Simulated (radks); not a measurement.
# Numerical settings for Nb⁺

How sensitive is the result for the niobium ion Nb+ to mesh, mixing and thresholds? A default run comes first. The defaults are a mesh step of 0.008 in ln r, a mesh end at 40 bohr or more, Anderson mixing 0.5 over 9 steps and a tight residual threshold, with the energy settled to 1e-9 hartree as well; every run has a cap on iterations.

The numbers are computed with radks (a radial shooting solver on a logarithmic mesh, Libxc functionals) version 1 (scalar-relativistic Kohn-Sham, BLYP, spin-polarised, spherical densities, point nucleus; open shells are filled with parallel spins first), except any that are marked as measured or tabulated.

## Step 1: The atom as given

| Quantity | Value |
| --- | --- |
| element | niobium (Z = 41) |
| charge | +1 |
| electrons | 40 |
| configuration | [Kr] 4d4 |

The outer shells:

Nb⁺
```
[Kr] core
4d [↑ ][↑ ][↑ ][↑ ][  ]
```

## Step 2: Default settings

Settings of this run:

```text
Z 41
configuration [Kr] 4d4
relativity scalar-relativistic
functional b88,lyp
spin polarised
nucleus point
c 137.035999084
max_iterations 84
```

Command:

```console
python run_ks.py task.json out
```

This one command runs every case of the session in turn.

## Step 3: Mesh step in ln r 0.12

Input: that of step 2 with these lines changed.

```diff
@@ -7,2 +7,3 @@
 c 137.035999084
+mesh_step 0.12
 max_iterations 84
```

## Step 4: Mesh step in ln r 0.08

Input: that of step 3 with these lines changed.

```diff
@@ -7,3 +7,3 @@
 c 137.035999084
-mesh_step 0.12
+mesh_step 0.08
 max_iterations 84
```

## Step 5: Mesh step in ln r 0.003

Input: that of step 4 with these lines changed.

```diff
@@ -7,3 +7,3 @@
 c 137.035999084
-mesh_step 0.08
+mesh_step 0.003
 max_iterations 84
```

## Step 6: Mesh end (bohr) 5

Input: that of step 5 with these lines changed.

```diff
@@ -7,3 +7,3 @@
 c 137.035999084
-mesh_step 0.003
+mesh_end 5
 max_iterations 84
```

## Step 7: Mesh end (bohr) 400

Input: that of step 6 with these lines changed.

```diff
@@ -7,3 +7,3 @@
 c 137.035999084
-mesh_end 5
+mesh_end 400
 max_iterations 84
```

## Step 8: Residual threshold 1e-05

Input: that of step 7 with these lines changed.

```diff
@@ -7,3 +7,3 @@
 c 137.035999084
-mesh_end 400
+threshold 1e-05
 max_iterations 84
```

## Step 9: Residual threshold 0.1

Input: that of step 8 with these lines changed.

```diff
@@ -7,3 +7,3 @@
 c 137.035999084
-threshold 1e-05
+threshold 0.1
 max_iterations 84
```

## Step 10: Mixing 1.5

Input: that of step 9 with these lines changed.

```diff
@@ -7,3 +7,3 @@
 c 137.035999084
-threshold 0.1
+mixing 1.5
 max_iterations 84
```

## Step 11: Mixing history 1, mixing 0.05

Input: that of step 10 with these lines changed.

```diff
@@ -7,3 +7,4 @@
 c 137.035999084
-mixing 1.5
+history 1
+mixing 0.05
 max_iterations 84
```

## Step 12: Mixing history 1, mixing 0.8

Input: that of step 11 with these lines changed.

```diff
@@ -8,3 +8,3 @@
 history 1
-mixing 0.05
+mixing 0.8
 max_iterations 84
```

## Step 13: Mixing history 3

Input: that of step 12 with these lines changed.

```diff
@@ -7,4 +7,3 @@
 c 137.035999084
-history 1
-mixing 0.8
+history 3
 max_iterations 84
```

## Step 14: Iteration cap 2

Input: that of step 13 with these lines changed.

```diff
@@ -7,3 +7,2 @@
 c 137.035999084
-history 3
-max_iterations 84
+max_iterations 2
```

Before running it: what results should come out? Wanted: for each run, setting; iterations; converged; change of E.

**Answer**, as computed:

| setting | mesh points | iterations | converged | change of E (mhartree) | time |
| --- | --- | --- | --- | --- | --- |
| Default settings | 2546 | 14 | yes | 0 | - |
| mesh step in ln r 0.12 | 170 | 2 | no | - | 0.02 s |
| mesh step in ln r 0.08 | 255 | 4 | no | - | 0.03 s |
| mesh step in ln r 0.003 | 6789 | 14 | yes | 0 | 0.42 s |
| mesh end (bohr) 5 | 2216 | 14 | yes | +44.17 | 0.14 s |
| mesh end (bohr) 400 | 2764 | 14 | yes | 0 | 0.17 s |
| residual threshold 1e-05 | 2546 | 10 | yes | 0 | 0.13 s |
| residual threshold 0.1 | 2546 | 9 | yes | -0.0001239 | 0.12 s |
| mixing 1.5 | 2546 | 15 | yes | 0 | 0.16 s |
| mixing history 1, mixing 0.05 | 2546 | 84 | no | - | 0.88 s |
| mixing history 1, mixing 0.8 | 2546 | 76 | yes | 0 | 0.72 s |
| mixing history 3 | 2546 | 16 | yes | 0 | 0.17 s |
| iteration cap 2 | 2546 | 2 | no | - | 0.04 s |

In words: A zero stands for a change under the printed digits. Converged yet off by more than 1 mhartree: mesh end (bohr) 5. Convergence of the cycle says nothing about the mesh. Not converged or rejected: mesh step in ln r 0.12; mesh step in ln r 0.08; mixing history 1, mixing 0.05; iteration cap 2. A mesh that ends early acts as a hard wall.
